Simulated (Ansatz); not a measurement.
# C3H11BSi: one species, many methods

An exercise on one series of results from a longer session: the logs are not shown, and one member is left open.

Computed with Ansatz 0.2.0, Gaussian basis. Level: functionals in def2-TZVPP, the program's frozen cores in correlated methods.

The runs, in order: LDA (SPW92), PBE-D4, revPBE-D4, BLYP-D4, r2SCAN-D4, B97M-V, PBE0-D4, B3LYP-D4, r2SCANh-D4, r2SCAN0-D4, HSE06-D4, BHLYP-D4, CAM-B3LYP-D4, LC-ωPBE, ωB97X-V, ωB97M-V, B2PLYP, PBE-QIDH; CCSD(T)/def2-SVP; CCSD(T)/def2-TZVPP; MP2/def2-QZVPP; extrapolation to the limit; RPA on PBE.

## Structure used throughout

All runs share one geometry, relaxed beforehand with PBE0-D4 in a triple-zeta def2 set.

SMILES `CBCC[SiH3]`, 16 atoms, charge 0, spin multiplicity 1.

Atoms are counted from 1 here; the program's logs count them from 0.

Bond lengths: C1–B2 1.558 Å, C1–H6 1.093 Å, C1–H7 1.093 Å, C1–H8 1.102 Å, B2–C3 1.559 Å, B2–H9 1.204 Å, C3–C4 1.553 Å, C3–H10 1.093 Å, C3–H11 1.094 Å, C4–Si5 1.876 Å, C4–H12 1.096 Å, C4–H13 1.096 Å, Si5–H14 1.488 Å, Si5–H15 1.488 Å, Si5–H16 1.489 Å. Angles: B2–C1–H6 113.8°, B2–C1–H7 115.0°, B2–C1–H8 105.6°, H6–C1–H7 109.7°, H6–C1–H8 105.1°, H7–C1–H8 106.8°, C1–B2–C3 122.9°, C1–B2–H9 118.9°, C3–B2–H9 118.1°, B2–C3–C4 101.7°, B2–C3–H10 114.1°, B2–C3–H11 113.9°, C4–C3–H10 109.2°, C4–C3–H11 109.3°, H10–C3–H11 108.3°, C3–C4–Si5 111.8°, C3–C4–H12 110.8°, C3–C4–H13 110.9° and more.

The first run:

Contents of in.yaml:

```yaml
crystal:
  periodic: [false, false, false]
  atoms:
    - {symbol: C, position_ang: [-1.648723, 0.170702, -1.955110]}
    - {symbol: B, position_ang: [-0.417323, -0.615273, -1.413885]}
    - {symbol: C, position_ang: [-0.141644, -0.811665, 0.107935]}
    - {symbol: C, position_ang: [0.782428, 0.396643, 0.419446]}
    - {symbol: Si, position_ang: [1.310633, 0.424226, 2.219787]}
    - {symbol: H, position_ang: [-1.419467, 0.817968, -2.805563]}
    - {symbol: H, position_ang: [-2.203541, 0.734881, -1.201372]}
    - {symbol: H, position_ang: [-2.336600, -0.592191, -2.352831]}
    - {symbol: H, position_ang: [0.394129, -1.038015, -2.196602]}
    - {symbol: H, position_ang: [0.384969, -1.738464, 0.350548]}
    - {symbol: H, position_ang: [-1.038458, -0.751730, 0.732361]}
    - {symbol: H, position_ang: [1.682381, 0.369774, -0.205889]}
    - {symbol: H, position_ang: [0.277798, 1.342802, 0.192071]}
    - {symbol: H, position_ang: [2.043925, -0.828472, 2.547685]}
    - {symbol: H, position_ang: [0.110469, 0.510390, 3.095620]}
    - {symbol: H, position_ang: [2.196123, 1.585926, 2.509800]}
basis:
  gaussian: {orbitals: def2-TZVPP}
hamiltonian: {xc: lda}
output: {orbitals: {seedname: orbitals}}
```

The run is started by

```console
$ ansatz run in.yaml --threads 4 --pin off --events-out ev --progress --plain --max-ram 10444MiB
```

Among the steps run: LDA; PBE-D4 (GGA); revPBE-D4 (GGA); BLYP-D4 (GGA); r2SCAN-D4 (meta-GGA); B97M-V (meta-GGA); B3LYP-D4 (hybrid); r2SCANh-D4 (hybrid); r2SCAN0-D4 (hybrid); HSE06-D4 (hybrid); BHLYP-D4 (hybrid); CAM-B3LYP-D4 (range-separated); LC-ωPBE (range-separated); ωB97X-V (range-separated); ωB97M-V (range-separated); B2PLYP (double hybrid); PBE-QIDH (double hybrid).

One of the session's tables, all rows but one given; the rest of the session is left out.

It belongs to the step «Orbital energies across the functionals». 

| functional | HOMO (eV) | gap (eV) |
| --- | --- | --- |
| LDA (SPW92) | -6.78 | 4.80 |
| PBE-D4 | ? | ? |
| revPBE-D4 | -6.64 | 5.05 |
| BLYP-D4 | -6.59 | 5.05 |
| r2SCAN-D4 | -6.92 | 5.62 |
| B97M-V | -7.08 | 5.66 |
| PBE0-D4 | -7.94 | 7.23 |
| B3LYP-D4 | -7.76 | 6.84 |
| r2SCANh-D4 | -7.39 | 6.42 |
| r2SCAN0-D4 | -8.10 | 7.62 |
| HSE06-D4 | -7.54 | 6.45 |
| BHLYP-D4 | -9.14 | 9.49 |
| CAM-B3LYP-D4 | -9.32 | 9.71 |
| LC-ωPBE | -10.64 | 12.22 |
| ωB97X-V | -10.30 | 11.75 |
| ωB97M-V | -10.17 | 11.34 |

Q: Estimate the row for PBE-D4 from the others.

**Answer.** HOMO (eV): -6.69; gap (eV): 4.98. In the column «HOMO (eV)» it lies between LDA (SPW92) (-6.78) and revPBE-D4 (-6.64).
